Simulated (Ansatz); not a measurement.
# H11C2NO4: the cost of one run

Program: Ansatz 0.2.0. Level of theory: DFT PBE+D3(BJ), plane waves, PAW, scalar-relativistic, no spin polarisation. These are calculated values, not measurements.

## (1) The structure to begin with

The cell holds 18 atoms (C2H11NO4): a = 5.915 Å, b = 5.915 Å, c = 5.915 Å, α = 90.00°, β = 90.00°, γ = 90.00°.

As a file:

```xyz
18
Lattice="5.9155 0.0000 0.0000 0.0000 5.9155 0.0000 0.0000 0.0000 5.9155" Properties=species:S:1:pos:R:3 pbc="T T T"
O     5.7338    5.8851    1.9191
H     4.9875    5.3510    1.6093
H     6.4529    5.2447    2.0234
O     1.0925    4.1045    5.6717
H     0.7121    4.9076    6.0568
H     0.9051    4.1871    4.7250
O     2.3184    0.5084    5.2815
H     2.0039    0.0613    4.4820
H     3.2540    0.6815    5.1005
O     4.3663    2.4306    4.7876
H     4.3240    3.2175    4.2244
H     4.3605    1.6928    4.1601
C     2.8328    2.9928    2.1873
C     1.5448    2.4520    2.6144
N     0.5058    2.0158    2.9590
H     3.0307    2.7162    1.1500
H     2.8278    4.0814    2.2666
H     3.6330    2.5976    2.8158
```

## (2) Relaxing the start

input.yaml

```yaml
crystal:
  lattice:
    - [5.915482, 0.0, 0.0]
    - [0.0, 5.915482, 0.0]
    - [0.0, 0.0, 5.915482]
  atoms:
    - { symbol: O, position: [0.9692821, 0.9948572, 0.3244212] }
    - { symbol: H, position: [0.843133, 0.9045689, 0.2720453] }
    - { symbol: H, position: [1.0908512, 0.8866043, 0.3420578] }
    - { symbol: O, position: [0.1846881, 0.6938548, 0.9587813] }
    - { symbol: H, position: [0.1203772, 0.8296238, 1.023894] }
    - { symbol: H, position: [0.1530001, 0.7078235, 0.7987514] }
    - { symbol: O, position: [0.3919243, 0.0859469, 0.892828] }
    - { symbol: H, position: [0.3387475, 0.0103631, 0.7576684] }
    - { symbol: H, position: [0.5500896, 0.1152032, 0.8622238] }
    - { symbol: O, position: [0.7381211, 0.4108937, 0.8093295] }
    - { symbol: H, position: [0.7309647, 0.5439154, 0.7141306] }
    - { symbol: H, position: [0.7371272, 0.2861704, 0.7032545] }
    - { symbol: C, position: [0.4788789, 0.5059206, 0.3697536] }
    - { symbol: C, position: [0.2611374, 0.4145066, 0.4419645] }
    - { symbol: "N", position: [0.0855001, 0.340769, 0.5002121] }
    - { symbol: H, position: [0.5123342, 0.4591712, 0.1944069] }
    - { symbol: H, position: [0.4780414, 0.6899604, 0.3831652] }
    - { symbol: H, position: [0.6141456, 0.4391129, 0.476012] }
basis:
  ecutwfc: 420.0
kpoints:
  mp_grid: { grid: [1, 1, 1] }
hamiltonian:
  xc: pbe
  dispersion: d3bj
scf:
  occupations: { method: fermi_dirac, width: 0.05 }
  lower_state_search: "off"
relax:
  f_tol: 0.3
  max_steps: 15
  adjacent_minimum: "off"
```

Command:

```sh
$ ansatz run input.yaml --threads 1 --pin off --max-ram 3072MiB --backend cpu --events-out ev --progress --plain --runs-dir out
```

**Question.** How long does this run take on 1 thread of Arm Neoverse V2, shared host, and how much memory does it need?

About 16 s, with a peak of 0.32 GiB.
